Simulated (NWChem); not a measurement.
**MgBrCl (SMILES [Cl][Mg][Br]): SVWN5/def2-TZVP**

What is the electronic atomisation energy of MgBrCl at SVWN5/def2-TZVP? 

Program for the calculation: NWChem 7.3.0.

15 further runs of the same task are left out: 15 set aside as unsound or not needed.

## 1. The system as given

MgBrCl has 3 atoms, charge 0, and is taken as a singlet. SMILES: `[Cl][Mg][Br]`. Geometry: relaxed at PBE0-D4/def2-TZVP.

Bond lengths: Cl1–Mg2 2.170 Å, Mg2–Br3 2.318 Å. Angles: Cl1–Mg2–Br3 179.8°.

## 2. The energy at SVWN5/def2-TZVP (run 1)

The input, mymol.nw:

```
start mymol
title "BrClMg energy"
memory total 2200 mb
geometry units bohr noautosym nocenter noautoz
 Cl  1.62629830  3.60503053  1.26876212
 Mg  0.02570028  0.04251884  0.01927521
 Br -1.67240762 -3.77019259 -1.31298171
end
basis spherical bse
 * library def2-TZVP
end
dft
 xc slater vwn_5
 grid fine
 convergence energy 1e-08
 maxiter 100
 mulliken
 noprint "final vectors analysis"
end
task dft energy
```

The run is started by

```bash
$ nwchem mymol.nw > mymol.out
```

What it wrote:

```text
[...]
          Wavefunction type:  closed shell.
          No. of atoms     :     3
          No. of electrons :    64
[...]
          Charge           :     0
          Spin multiplicity:     1
[...]
          AO basis - number of functions:   117
[...]
              XC Information
              --------------
                        Slater Exchange Functional  1.000 local
                      VWN V Correlation Functional  1.000 local
[...]
 d= 0,ls=0.0,diis     1  -3228.5548504927 -3.44D+03  9.46D-03  2.59D+00     4.0
[...]
 d= 0,ls=0.0,diis    10  -3228.6293802086 -1.94D-09  3.23D-07  1.78D-09    26.5
         Total DFT energy =    -3228.629380208579
      One electron energy =    -4927.855444755964
           Coulomb energy =     1613.555847716103
    Exchange-Corr. energy =     -130.092634692321
 Nuclear repulsion energy =      215.762851523603
[...]
      Total Density - Mulliken Population Analysis
     ---------------------------------------------
    Atom       Charge   Shell Charges
 -----------   ------   -------------------------------------------------------
    1 Cl  17    17.37   2.01  0.42  1.53  1.15  0.81  4.18  1.67  1.16  2.76  1.66  0.00  0.01  0.00
    2 Mg  12    11.26   2.00  0.68  1.30  0.57 -0.03  5.11  0.88  0.36  0.15  0.00  0.12  0.13
    3 Br  35    35.37   2.00  2.01  1.15  0.79  1.09  0.91  6.00  5.91  1.41  2.63  1.47  8.93  1.03  0.04  0.02  0.00
[...]
```

Wall time 27 s (1 thread of Intel Xeon Platinum 8375C at 2.90GHz (Ice Lake), shared host); peak memory 0.12 GiB.

## 3. The Br atom at the same level (run 2)

The input, input.nw:

```
start input
memory 2200 mb

geometry units bohr noautosym nocenter noautoz
 Br  0.00000000  0.00000000  0.00000000
end

basis spherical bse
 * library def2-TZVP
end

dft
 xc slater vwn_5
 mult 2
 grid fine
 convergence energy 1e-08
 maxiter 100
 mulliken
 print low
end

task dft energy
```

Run the same way, it converges to -2570.54930 Eh (log not shown).

Run 3 isn't shown in full; the table further down has it.

## 4. The Mg atom at the same level (run 4)

The input, struct.nw:

```
start struct
memory total 2200 mb

geometry units angstroms noautosym nocenter noautoz
 Mg    0.000000    0.000000    0.000000
end

basis spherical bse
 * library def2-TZVP
end

dft
 xc slater vwn_5
 grid fine
 convergence energy 1e-08
 maxiter 100
 mulliken
 print low
end

task dft energy
```

Run the same way, it converges to -199.12318 Eh (log not shown).

## 5. The series

```csv
run,level,partner,energy (Eh),wall time
1,SVWN5/def2-TZVP,base,-3228.629380,27 s
2,USVWN5/def2-TZVP,atoms,-2570.549296,8.1 s
3,USVWN5/def2-TZVP,atoms,-458.649873,2.1 s
4,SVWN5/def2-TZVP,atoms,-199.123177,0.83 s
```

## 6. Results

At SVWN5/def2-TZVP:

| quantity | value |
| --- | --- |
| Mg atom: total energy | -199.12318 Eh |
| electronic atomisation energy | 8.355 eV |

In words: Taking the molecule apart into free atoms costs 8.35 eV (806 kJ/mol), before zero-point energy and without spin-orbit coupling. All runs together took 38 s, the longest 27 s.
